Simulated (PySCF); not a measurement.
# [Yb(H2O)4]3+: forces at shaken geometries

Aim: move all atoms of relaxed [Yb(H2O)4]3+ at random and read energies and forces. The structure is generated, not taken from experiment.

Computed with PySCF 2.14.0. Level: r2SCAN, Yb lcecp-1-SVP with ECP59, O def2-SVP, H def2-SVP; scalar-relativistic core potentials, no spin–orbit coupling.

4 further runs of the same task are left out: 2 for a known fault of the program, 1 that didn't finish, 1 set aside as unsound or not needed.

## (1) Starting geometry

13 atoms, charge 3, spin multiplicity 1.

Bond lengths: Yb1–O2 2.230 Å, Yb1–O5 2.230 Å, Yb1–O8 2.230 Å, Yb1–O11 2.230 Å, O2–H3 0.988 Å, O2–H4 0.988 Å, O5–H6 0.988 Å, O5–H7 0.988 Å, O8–H9 0.988 Å, O8–H10 0.988 Å, O11–H12 0.988 Å, O11–H13 0.988 Å. Angles: O2–Yb1–O5 111.0°, O2–Yb1–O8 106.4°, O2–Yb1–O11 111.0°, O5–Yb1–O8 111.0°, O5–Yb1–O11 106.4°, O8–Yb1–O11 111.0°, Yb1–O2–H3 128.4°, Yb1–O2–H4 128.5°, H3–O2–H4 103.2°, Yb1–O5–H6 128.5°, Yb1–O5–H7 128.4°, H6–O5–H7 103.2°, Yb1–O8–H9 128.5°, Yb1–O8–H10 128.4°, H9–O8–H10 103.2°, Yb1–O11–H12 128.4°, Yb1–O11–H13 128.5°, H12–O11–H13 103.2°.

Coordinates:

```csv
atom,x (Å),y (Å),z (Å)
Yb1,0.0000,0.0000,0.0000
O2,1.3356,1.2970,1.2277
H3,2.1468,1.0408,1.7295
H4,1.2629,2.2672,1.3976
O5,-1.3357,-1.2277,1.2970
H6,-1.2628,-1.3978,2.2673
H7,-2.1469,-1.7294,1.0408
O8,1.3356,-1.2970,-1.2277
H9,1.2629,-2.2672,-1.3976
H10,2.1468,-1.0408,-1.7295
O11,-1.3357,1.2277,-1.2970
H12,-2.1469,1.7294,-1.0408
H13,-1.2628,1.3978,-2.2673
```

Formal oxidation states: Yb +3. Each metal's 13 4f electrons lie in its core potential, so multiplicities, spins and levels count the valence alone. An earlier session relaxed this geometry at r2SCAN, Yb lcecp-1-SVP with ECP59, O def2-SVP, H def2-SVP (singlet, point group S4).

Its energy there is -343.783098 Eh.

## (2) Atoms moved at random, σ = 0.15 Å

run.py (the lines that set the calculation) reads:

```python
mol = gto.M(atom='''
Yb    -0.01063     0.12536     0.13699
O      1.34865     1.34537     1.42265
H      2.02118     1.17294     1.77327
H      1.50789     2.08094     1.42645
O     -1.58259    -1.25674     1.15240
H     -1.16264    -1.27830     2.23386
H     -2.38199    -1.48981     0.99272
O      1.46045    -1.45081    -0.95049
H      1.31604    -2.31725    -1.31468
H      2.32734    -1.06312    -1.85226
O     -1.22365     1.38840    -1.36745
H     -2.15164     1.51890    -1.36543
H     -1.46841     1.22412    -2.28803''',
    basis={'Yb': 'lcecp-1-SVP', 'O': 'def2-SVP', 'H': 'def2-SVP'},
    ecp={'Yb': 'lcecp-1-SVP'},
    charge=3, spin=0)
mf = dft.RKS(mol, xc='R2SCAN')
mf.grids.atom_grid = (50, 194)  # f atoms: unpruned, at least (60, 302)
mf = mf.density_fit()  # fitting sets: Yb AutoAux, O def2-universal-JKFIT, H def2-universal-JKFIT
mf.conv_tol = 1e-08; mf.max_cycle = 55
mf.kernel(dm0)  # dm0: the density of the relaxed state
```

On the command line:

```
$ OMP_NUM_THREADS=2 python run.py
```

## (3) Atoms moved at random, σ = 0.03 Å

run.py (the lines that set the calculation) reads:

```python
mol = gto.M(atom='''
Yb     0.00329    -0.00161    -0.00800
O      1.33068     1.29070     1.28174
H      2.18519     1.03819     1.67739
H      1.23439     2.27876     1.41632
O     -1.35361    -1.26222     1.29656
H     -1.23591    -1.43166     2.28091
H     -2.16603    -1.70950     1.06103
O      1.36415    -1.30431    -1.32129
H      1.23455    -2.23055    -1.37674
H      2.14342    -1.05783    -1.74382
O     -1.34660     1.24025    -1.26670
H     -2.15322     1.75769    -1.02379
H     -1.24029     1.39208    -2.27362''',
    basis={'Yb': 'lcecp-1-SVP', 'O': 'def2-SVP', 'H': 'def2-SVP'},
    ecp={'Yb': 'lcecp-1-SVP'},
    charge=3, spin=0)
mf = dft.RKS(mol, xc='R2SCAN')
mf.grids.atom_grid = (50, 194)  # f atoms: unpruned, at least (60, 302)
mf = mf.density_fit()  # fitting sets: Yb AutoAux, O def2-universal-JKFIT, H def2-universal-JKFIT
mf.conv_tol = 1e-08; mf.max_cycle = 55
mf.kernel(dm0)  # dm0: the density of the relaxed state
```

## (4) Atoms moved at random, σ = 0.03 Å

run.py (the lines that set the calculation) reads:

```python
mol = gto.M(atom='''
Yb     0.02402     0.00093     0.06452
O      1.31444     1.29745     1.21317
H      2.07149     1.08435     1.73433
H      1.33946     2.24170     1.40428
O     -1.38960    -1.21105     1.26208
H     -1.31229    -1.39899     2.30974
H     -2.10700    -1.73164     1.01538
O      1.38734    -1.28165    -1.27194
H      1.26003    -2.24129    -1.34916
H      2.12240    -1.08262    -1.76244
O     -1.34826     1.17086    -1.32512
H     -2.12168     1.72208    -1.00558
H     -1.24034     1.42987    -2.28926''',
    basis={'Yb': 'lcecp-1-SVP', 'O': 'def2-SVP', 'H': 'def2-SVP'},
    ecp={'Yb': 'lcecp-1-SVP'},
    charge=3, spin=0)
mf = dft.RKS(mol, xc='R2SCAN')
mf.grids.atom_grid = (50, 194)  # f atoms: unpruned, at least (60, 302)
mf = mf.density_fit()  # fitting sets: Yb AutoAux, O def2-universal-JKFIT, H def2-universal-JKFIT
mf.conv_tol = 1e-08; mf.max_cycle = 55
mf.kernel(dm0)  # dm0: the density of the relaxed state
```

Q: Predict the outcome of this session. Wanted: for each run, σ; energy rise; harmonic estimate −½ F·u; largest force component.

As calculated:

| σ (Å) | energy rise (eV) | harmonic estimate −½ F·u (eV) | largest force component (eV/Å) |
| --- | --- | --- | --- |
| 0.15 | 8.282 | 8.410 | 26.19 |
| 0.03 | 0.335 | 0.328 | 3.47 |
| 0.03 | 0.664 | 0.676 | 4.33 |

Every displacement raises the energy. For a harmonic well the rise equals −½ F·u; the two differ by at most 2 % here (a move with σ = 0.03 Å), from anharmonicity, the grid and the small forces left at the relaxed point. These are double-zeta-type bases without diffuse functions. Spin–orbit coupling is left out.
